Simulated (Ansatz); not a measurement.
# AlH8O4Si: the cost of one run

The runs use Ansatz 0.2.0, Gaussian basis; PBE0-D4, def2-SVP first, then def2-TZVP.

190 further runs of the same task are left out: 190 set aside as unsound or not needed. Runs told in other sessions of the task aren't counted.

## (1) Where the work starts

The guess: 14 atoms, charge 0, spin multiplicity 2.

Atoms are counted from 1 here; the program's logs count them from 0.

Bond lengths: Al1–O2 1.899 Å, Al1–O4 1.667 Å, Al1–O6 1.824 Å, O2–Si3 1.634 Å, Si3–H9 1.459 Å, Si3–H10 1.464 Å, Si3–H11 1.469 Å, O4–H12 0.949 Å, H5–O8 1.165 Å, O6–H13 0.958 Å, H7–O8 1.167 Å, O8–H14 0.963 Å. Angles: O2–Al1–O4 128.8°, O2–Al1–O6 100.1°, O4–Al1–O6 130.9°, Al1–O2–Si3 147.8°, O2–Si3–H9 109.3°, O2–Si3–H10 106.8°, O2–Si3–H11 105.6°, H9–Si3–H10 112.3°, H9–Si3–H11 111.5°, H10–Si3–H11 110.9°, Al1–O4–H12 178.0°, Al1–O6–H13 146.0°, H5–O8–H7 86.2°, H5–O8–H14 107.5°, H7–O8–H14 105.7°.

As a file:

```xyz
14

Al   -1.3378    0.4435    0.2856
O     0.2152   -0.2605   -0.5507
Si    0.8805   -0.9506   -1.8742
O    -2.9032    0.4897   -0.2867
H     0.6280    0.7303    1.7114
O    -0.5940    1.1625    1.7879
H     1.0835   -0.0460    0.3964
O     1.6202    0.2037    1.4021
H    -0.1568   -1.1761   -2.8744
H     1.9224   -0.0389   -2.3493
H     1.4647   -2.2152   -1.4093
H    -3.7826    0.5147   -0.6429
H    -0.7103    1.7713    2.5188
H     1.6702   -0.6284    1.8852
```

Distances that are to change: Al1–O6 1.82 Å, H5–O8 1.17 Å, O2–H7 1.30 Å, Al1–O2 1.90 Å, H5–O6 1.30 Å, H7–O8 1.17 Å.

## (2) Relaxing the guess with the reacting distances held

hold/in.yaml reads:

```yaml
crystal:
  periodic: [false, false, false]
  atoms:
    - {symbol: Al, position_ang: [-1.337800, 0.443500, 0.285600]}
    - {symbol: O, position_ang: [0.215200, -0.260500, -0.550700]}
    - {symbol: Si, position_ang: [0.880500, -0.950600, -1.874200]}
    - {symbol: O, position_ang: [-2.903200, 0.489700, -0.286700]}
    - {symbol: H, position_ang: [0.628000, 0.730300, 1.711400]}
    - {symbol: O, position_ang: [-0.594000, 1.162500, 1.787900]}
    - {symbol: H, position_ang: [1.083500, -0.046000, 0.396400]}
    - {symbol: O, position_ang: [1.620200, 0.203700, 1.402100]}
    - {symbol: H, position_ang: [-0.156800, -1.176100, -2.874400]}
    - {symbol: H, position_ang: [1.922400, -0.038900, -2.349300]}
    - {symbol: H, position_ang: [1.464700, -2.215200, -1.409300]}
    - {symbol: H, position_ang: [-3.782600, 0.514700, -0.642900]}
    - {symbol: H, position_ang: [-0.710300, 1.771300, 2.518800]}
    - {symbol: H, position_ang: [1.670200, -0.628400, 1.885200]}
basis:
  gaussian: {orbitals: def2-SVP}
magnetization: {spin_polarized: true, initial_magnetization: 1}
hamiltonian: {xc: pbe0, dispersion: d4}
relax: {f_tol: 0.04, max_steps: 150, escape_saddle: false, constraints: [{distance: [0, 5]}, {distance: [4, 7]}, {distance: [1, 6]}, {distance: [0, 1]}, {distance: [4, 5]}, {distance: [6, 7]}]}
```

The run is started by

```sh
> ansatz run in.yaml --threads 4 --pin off --events-out ev --progress --plain --max-ram 46080MiB --backend cpu
```

**Question.** How long does this run take on 4 threads of AMD EPYC 7R13, shared host?

About 96 s.
